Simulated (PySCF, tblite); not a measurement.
# C₅H₁₂O₃SSi: geometry, infrared bands and NMR shifts

Wanted: the infrared bands and NMR shifts of C₅H₁₂O₃SSi (`CS(=O)(=O)CO[SiH]1CCC1`), by calculation.

The runs use tblite 0.8.0 and PySCF 2.14.0, with density-fitted response routines of our own; the level of theory stands in each step. All values are computed, except where a source is named. Atoms count from 0, in the outputs and in this text.

## 1. Starting geometry

22 atoms, charge 0, multiplicity 1; geometry from: force field or distance geometry start.

Bonds of the start (Å): C0–S1 1.77, S1–O2 1.49, S1–O3 1.52, S1–C4 1.79, C4–O5 1.36, O5–Si6 1.67, Si6–C7 1.83, C7–C8 1.52, C8–C9 1.51, C9–Si6 1.85, C0–H10 1.11, C0–H11 1.11, C0–H12 1.10, C4–H13 1.12, C4–H14 1.10, Si6–H15 1.48, C7–H16 1.09, C7–H17 1.14, C8–H18 1.10, C8–H19 1.11, C9–H20 1.12, C9–H21 1.11.

## 2. Relaxing the molecule with GFN2-xTB

The job: settings as JSON, then the geometry in Å.

```
{"job": {"kind": "relax", "xc": "GFN2-xTB", "basis": "xTB"}, "charge": 0, "multiplicity": 1}
C      3.893600     0.370800     0.050300
S      2.615700    -0.701800     0.641200
O      2.861900    -2.060500     0.077500
O      2.753800    -0.825300     2.153200
C      0.982100    -0.100500     0.234100
O      0.090000    -1.004800     0.733400
Si    -1.533900    -0.717700     0.502700
C     -2.207600    -0.590600    -1.194400
C     -3.199400     0.429800    -0.673300
C     -2.113700     1.010000     0.206300
H      3.893000     1.357800     0.567300
H      4.909100    -0.050100     0.225800
H      3.790700     0.608100    -1.021300
H      0.880500     0.838200     0.838100
H      0.895000     0.152400    -0.828400
H     -2.443500    -1.444400     1.419900
H     -1.603100    -0.159500    -1.990900
H     -2.809100    -1.483500    -1.556700
H     -3.578600     1.159100    -1.411000
H     -4.041200     0.030300    -0.075000
H     -2.595200     1.527300     1.076800
H     -1.450500     1.674200    -0.377200
```

The run is started by

```sh
> OMP_NUM_THREADS=1 python probes_run.py task.json out
```

This one command runs all jobs of the session in turn.

**Question.** This job is followed by: GFN2-xTB harmonic vibrations, gas phase; GIAO PBE0/pcSseg-1 NMR shielding, non-relativistic, gas phase. What will the session give for the following? strongest single infrared mode (GFN2-xTB); zero-point energy (GFN2-xTB); ¹³C shifts against TMS (PBE0/pcSseg-1, means over atoms taken as alike); ¹H shifts against TMS (PBE0/pcSseg-1, means over atoms taken as alike); ³³S shifts against CS2 (PBE0/pcSseg-1); ¹⁷O shifts against H2O (PBE0/pcSseg-1, means over atoms taken as alike); ²⁹Si shifts against TMS (PBE0/pcSseg-1).

**Answer**, as computed:

| quantity | value |
| --- | --- |
| strongest single infrared mode (GFN2-xTB) | 1244 cm⁻¹, 669 km/mol |
| zero-point energy (GFN2-xTB) | 105.7 kcal/mol |
| ¹³C shifts against TMS (PBE0/pcSseg-1, means over atoms taken as alike) | 83.9, 42.4, 28.1, 14.7 ppm |
| ¹H shifts against TMS (PBE0/pcSseg-1, means over atoms taken as alike) | 5.41, 4.56, 2.67, 1.75, 1.63, 1.55, 1.48 ppm |
| ³³S shifts against CS2 (PBE0/pcSseg-1) | 315 ppm |
| ¹⁷O shifts against H2O (PBE0/pcSseg-1, means over atoms taken as alike) | 199.2, 43.0 ppm |
| ²⁹Si shifts against TMS (PBE0/pcSseg-1) | -18.7 ppm |

Over 275 steps the energy fell by 2.185 eV; of the close pairs, S1–O3 changed most, 1.523 to 1.435 Å. No mode is imaginary among the 60: a minimum at this level. The strongest single mode, at 1244 cm⁻¹, moves mainly S1 and O3. GFN2-xTB is a fitted tight-binding method: band positions and strengths are rough. Its intensities can rank the bands wrongly. The most deshielded carbon is C4 (sp3 CH2 bonded to O and S), at 83.9 ppm: pulled downfield by the heteroatom. At PBE0/pcSseg-1: Shielding is most anisotropic at S1 (span 282 ppm, paramagnetic term -864 ppm).
